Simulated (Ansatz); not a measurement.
# LaOsN3: the cost of one run

Method: DFT LDA+U (U_eff = 3 eV on Os d), plane waves, PAW, no spin–orbit coupling unless a run says so, in Ansatz 0.2.0.

### Step 1. Starting point

Symmetry: Pm-3m, No. 221, cubic system. The conventional cell has a = 3.951 Å, b = 3.951 Å, c = 3.951 Å, α = 90.00°, β = 90.00°, γ = 90.00°. Around La (site symmetry m-3m) lie 12 N at 2.79 Å. Around N (site symmetry 4/mmm) lie 2 Os at 1.98 Å and 4 La at 2.79 Å. Os (site symmetry m-3m) is surrounded by 6 N at 1.98 Å.

Structure file:

```xyz
5
Lattice="3.9506 0.0000 0.0000 0.0000 3.9506 0.0000 0.0000 0.0000 3.9506" Properties=species:S:1:pos:R:3 pbc="T T T"
La    1.9753    1.9753    1.9753
N     1.9753    0.0000    0.0000
N     0.0000    1.9753    0.0000
N     0.0000    0.0000    1.9753
Os    0.0000    0.0000    0.0000
```

Magnetic order typed: ferromagnetic.

An earlier series on this cell reached its lowest free state from «random orbitals: drawn by pairs, first filling», perhaps among other starts (it ended without moments).

### Step 2. Random orbitals: single harmonics, second filling

input.yaml

```yaml
crystal:
  lattice:
    - [3.95055592, 0.0, 0.0]
    - [0.0, 3.95055592, 0.0]
    - [0.0, 0.0, 3.95055592]
  atoms:
    - { symbol: La, position: [0.5, 0.5, 0.5] }
    - { symbol: "N", position: [0.5, 0.0, 0.0] }
    - { symbol: "N", position: [0.0, 0.5, 0.0] }
    - { symbol: "N", position: [0.0, 0.0, 0.5] }
    - { symbol: Os, position: [0.0, 0.0, 0.0], spin: 0.3 }
basis:
  ecutwfc: 420
  ecutrho_ratio: 4
kpoints:
  mp_grid: { grid: [5, 5, 5] }
hamiltonian:
  xc: lda
  hubbard:
    sites:
      - { site: 4, l: d, u_eff: 3.0, starting_ns: [{ spin: up, occupation_matrix: s4up }, { spin: down, occupation_matrix: s4down }] }
    occupation_matrices:
      s4up:
        matrix:
          - [0.02, 0.0, 0.0, 0.0, 0.0]
          - [0.0, 0.02, 0.0, 0.0, 0.0]
          - [0.0, 0.0, 0.97, 0.0, 0.0]
          - [0.0, 0.0, 0.0, 0.02, 0.0]
          - [0.0, 0.0, 0.0, 0.0, 0.02]
      s4down:
        matrix:
          - [0.97, 0.0, 0.0, 0.0, 0.0]
          - [0.0, 0.02, 0.0, 0.0, 0.0]
          - [0.0, 0.0, 0.02, 0.0, 0.0]
          - [0.0, 0.0, 0.0, 0.02, 0.0]
          - [0.0, 0.0, 0.0, 0.0, 0.02]
    ns_hold: { iters: 12 }
scf:
  occupations: { method: gaussian, width: 0.05 }
  lower_state_search: "off"
  max_iter: 150
output:
  forces: true
  stress: true
  eigenvalues: true
  populations: true
  hubbard: { sites: [{ site: 4, l: d }] }
magnetization:
  spin_polarized: true
```

The typed matrices put 0.97 on the chosen orbitals and 0.02 on the others, and are held for 12 cycles.

On the command line:

```bash
> ansatz run input.yaml --threads 4 --pin off --max-ram 6144MiB --backend cpu --events-out ev --progress --plain --runs-dir out
```

Q: Estimate wall time and peak memory on 4 threads of Arm Neoverse V1, shared host.

About 8.8 s, with a peak of 0.49 GiB.
